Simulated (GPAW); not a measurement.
Crystal: GaGe3.

```xyz
8
Lattice="5.9850 0.0000 0.0000 -2.9925 5.1832 0.0000 0.0000 0.0000 5.0350" Properties=species:S:1:pos:R:3 pbc="T T T"
Ge    0.0000    1.6955    1.2587
Ge   -1.5241    4.3354    1.2587
Ge    1.5241    4.3354    1.2587
Ge    2.9925    3.4877    3.7762
Ge    4.5167    0.8478    3.7762
Ge    1.4684    0.8478    3.7762
Ga    0.0000    3.4555    3.7762
Ga    2.9925    1.7277    1.2587
```

The cell comes from a database or a generator and needn't be the stable form of this composition.

* Program: GPAW 26.7.0
* Task: single point
* Functional: PBEsol
* Potentials or basis: PAW data sets generated in the run's folder for this functional
* Cutoff: 600 eV
* Basis: pw
* k mesh: 5 × 5 × 5
* Occupations: fermi-dirac, width 0.05 eV
* Spin: no spin polarisation

On this cell: pressure -4.4 GPa; largest force 0.162 eV/Å; band gap on the k mesh none (metal or under the smearing width).

The same run follows on a disturbed copy (atoms moved at random, drawn with an rms of 0.05 Å):

```
Ge Ga
1.0
     5.98504    0.00000    0.00000
    -2.99252    5.18319    0.00000
     0.00000    0.00000    5.03495
Ge Ga
6 2
Direct
  0.16249 0.33453 0.25965
  0.16634 0.83515 0.25451
  0.67922 0.83733 0.24064
  0.83252 0.67016 0.75512
  0.83737 0.16461 0.75156
  0.32228 0.16212 0.75189
  0.31932 0.66019 0.75179
  0.66511 0.33148 0.25375
```

**Question.** What does the disturbed cell give?

**Answer.** The energy (extrapolated to zero smearing) moves by +0.6 meV/atom; pressure -4.4 GPa; largest force 0.203 eV/Å; band gap on the k mesh none (metal or under the smearing width).

Forces on the atoms (eV/Å):
```
Ge   0.008  0.138 -0.061
Ge   0.142 -0.043 -0.017
Ge  -0.104 -0.071  0.067
Ge  -0.105 -0.146 -0.032
Ge  -0.176 -0.029  0.008
Ge   0.184  0.083  0.021
Ga   0.096  0.087  0.020
Ga  -0.045 -0.020 -0.006
```

Stress tensor (GPa, compression positive):
```
-4.43 -0.07 -0.06
-0.07 -4.35 -0.03
-0.06 -0.03 -4.38
```
